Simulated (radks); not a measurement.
# Ionisation of V³⁺: one atom, several choices of exchange strength α

One table from this session's results is given with a row withheld; the runs are named, their logs left out.

The numbers are computed with radks (a radial shooting solver on a logarithmic mesh, Libxc functionals) version 1 (scalar-relativistic Kohn-Sham, spin-polarised, spherical densities, point nucleus; open shells are filled with parallel spins first), except any that are marked as measured or tabulated.

## Starting point

| Property | Result |
| --- | --- |
| element | vanadium (Z = 23) |
| charge | +3 |
| electrons | 20 |
| configuration | [Ar] 3d2 |
| ion | V⁴⁺, [Ar] 3d1 |
| choices | α = 0.575; α = 0.577; α = 0.583; α = 0.667; α = 0.761; α = 0.771; α = 0.873 |

The outer shells:

V³⁺
```
[Ar] core
3d [↑ ][↑ ][  ][  ][  ]
```

V⁴⁺
```
[Ar] core
3d [↑ ][  ][  ][  ][  ]
```

Set-up of the first run:

Input:

```text
Z 23
configuration [Ar] 3d2
relativity scalar-relativistic
functional xalpha 0.575
spin polarised
nucleus point
c 137.035999084
```

Steps of the session up to this table: α = 0.575: V³⁺.

One of the session's tables, all rows but one given; the rest of the session is left out.

Radial moments (bohr):

```
  level     <r>  outermost maximum (interpolated)  90 % within  nodes
  2p up  0.2760                             0.209        0.454      0
2p down  0.2756                             0.209        0.453      0
  3s up  0.9455                             0.820         1.41      2
3s down       ?                                 ?            ?      ?
  3p up   1.005                             0.843         1.54      1
3p down   1.006                             0.843         1.55      1
  3d up   1.212                             0.860         2.03      0
3d down   1.223                             0.863         2.05      0
```

**Question.** Estimate the row for 3s down.

**Answer.** <r>: 0.9462; outermost maximum (interpolated): 0.820; 90 % within: 1.42; nodes: 2. In the column «<r>» it lies between 3s up (0.9455) and 3p up (1.005).

Limits of these values: Open shells are spherical and high-spin; term and fine-structure splittings are not resolved.
